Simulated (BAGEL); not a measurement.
# C2H7NSi (SMILES C=C[SiH2]N): RI-MP2/6-31G(d) (density fitting with svp-jkfit, spherical functions)

We compute a single-point energy of C2H7NSi. 

The results are computed with BAGEL 1.2.2.

1 further run of the same task is left out (set aside as unsound or not needed).

**1. Starting point**

The species is C2H7NSi (11 atoms), meant as a singlet with charge 0. As SMILES, `C=C[SiH2]N`. One bond was lengthened or shortened from a relaxed shape.

Bond lengths: C1–C2 1.330 Å, C2–Si3 1.865 Å, Si3–N4 1.715 Å, C1–H5 1.087 Å, C1–H6 1.087 Å, C2–H7 1.091 Å, Si3–H8 1.265 Å, Si3–H9 1.488 Å, N4–H10 1.006 Å, N4–H11 1.006 Å. Some angles: C1–C2–Si3 123.1°, C2–Si3–N4 114.9°, C1–C2–H7 118.1°, Si3–C2–H7 118.8°, C2–C1–H5 122.6°, C2–C1–H6 121.2°, C2–Si3–H8 108.4°, C2–Si3–H9 108.4°, N4–Si3–H8 107.9°, N4–Si3–H9 108.0°.

**2. A single-point energy at RI-MP2/6-31G(d) (density fitting with svp-jkfit, spherical functions)**

Input file calc.json:

```json
{ "bagel": [

{
  "title": "molecule",
  "basis": "6-31gs.json",
  "df_basis": "svp-jkfit",
  "geometry": [
    { "atom": "C", "xyz": [    -1.41851347,     2.50045915,    -1.38897516 ] },
    { "atom": "C", "xyz": [     0.02788291,     2.25781832,     0.65211803 ] },
    { "atom": "Si", "xyz": [     0.98635200,    -0.86608794,     1.97020200 ] },
    { "atom": "N", "xyz": [    -0.13538943,    -3.43460369,     0.34276986 ] },
    { "atom": "H", "xyz": [    -1.96842377,     4.32895815,    -2.14429869 ] },
    { "atom": "H", "xyz": [    -2.11903494,     0.85375181,    -2.39827788 ] },
    { "atom": "H", "xyz": [     0.67738178,     3.97387861,     1.59036705 ] },
    { "atom": "H", "xyz": [     0.18802775,    -1.01402704,     4.21900255 ] },
    { "atom": "H", "xyz": [     3.79580783,    -1.00252617,     1.97662707 ] },
    { "atom": "H", "xyz": [     0.62428047,    -3.96807337,    -1.31584276 ] },
    { "atom": "H", "xyz": [    -1.94329041,    -3.99849796,     0.50320761 ] }
  ]
},

{
  "title": "hf"
},

{
  "title": "mp2",
  "ncore": 8
}

]}
```

The basis set 6-31G* is read from a file made from the Basis Set Exchange's data (not shown).

On the command line:

```
$ BAGEL_NUM_THREADS=1 BAGEL calc.json > calc.out
```

Standard output:

```text
* using 1 threads per process

  ===============================================================
  ===============================================================

  *** Geometry ***

  { "atom" : "C", "xyz" : [     -1.418513,      2.500459,     -1.388975 ] },
  { "atom" : "C", "xyz" : [      0.027883,      2.257818,      0.652118 ] },
  { "atom" : "Si", "xyz" : [      0.986352,     -0.866088,      1.970202 ] },
  { "atom" : "N", "xyz" : [     -0.135389,     -3.434604,      0.342770 ] },
  { "atom" : "H", "xyz" : [     -1.968424,      4.328958,     -2.144299 ] },
  { "atom" : "H", "xyz" : [     -2.119035,      0.853752,     -2.398278 ] },
  { "atom" : "H", "xyz" : [      0.677382,      3.973879,      1.590367 ] },
  { "atom" : "H", "xyz" : [      0.188028,     -1.014027,      4.219003 ] },
  { "atom" : "H", "xyz" : [      3.795808,     -1.002526,      1.976627 ] },
  { "atom" : "H", "xyz" : [      0.624280,     -3.968073,     -1.315843 ] },
  { "atom" : "H", "xyz" : [     -1.943290,     -3.998498,      0.503208 ] },

  Number of auxiliary basis functions:      481

  Since a DF basis is specified, we compute 2- and 3-index integrals:
    o Being stored without compression. Storage requirement is 0.021 GB

  Number of basis functions:       74
  Number of electrons      :       40

    * METHOD: MOLECULE                             0.26

  *** RHF ***

  === Nuclear Repulsion ===
   160.4354553571

      * DIIS with orbital gradients will be used.

  === RHF iteration (6-31gs.json) ===
      0       -422.96190596          0.02088954           0.07
      1       -423.10489523          0.01012675           0.07
      2       -423.14636453          0.00182039           0.07
      3       -423.14795123          0.00040902           0.07
      4       -423.14802266          0.00005955           0.07
      5       -423.14802572          0.00002192           0.07
      6       -423.14802595          0.00000870           0.07
      7       -423.14802601          0.00000187           0.07
      8       -423.14802601          0.00000046           0.06
      9       -423.14802601          0.00000017           0.06
     10       -423.14802601          0.00000007           0.07
     11       -423.14802601          0.00000002           0.06
     12       -423.14802601          0.00000001           0.06
    * SCF iteration converged.

    * Permanent dipole moment:
           (    0.416809,     0.017899,     0.364774) a.u.

    * METHOD: HF                                   1.03

  *** RHF ***

  === Nuclear Repulsion ===
   160.4354553571

      * DIIS with orbital gradients will be used.

  === RHF iteration (6-31gs.json) ===
      0       -423.14802601          0.00000000           0.06
    * SCF iteration converged.

    * Permanent dipole moment:
           (    0.416809,     0.017899,     0.364774) a.u.

  === DF-MP2 calculation ===

    * freezing 8 orbitals
    * 3-index integral transformation done
    * assembly done

      MP2 correlation energy:   -0.4881047374      0.04

      MP2 total energy:       -423.6361307470

    * METHOD: MP2                                  0.19

  ===============================================================
```

Wall time 1.6 s (1 thread of Arm Neoverse V1, shared host); peak memory 0.14 GiB.

**3. Outcome**

Level: RI-MP2/6-31G* (density fitting with svp-jkfit, spherical functions), 8 core orbitals frozen.

```
                                   quantity          value
                               total energy  -423.63613 Eh
correlation energy (8 core orbitals frozen)     -488.1 mEh
```
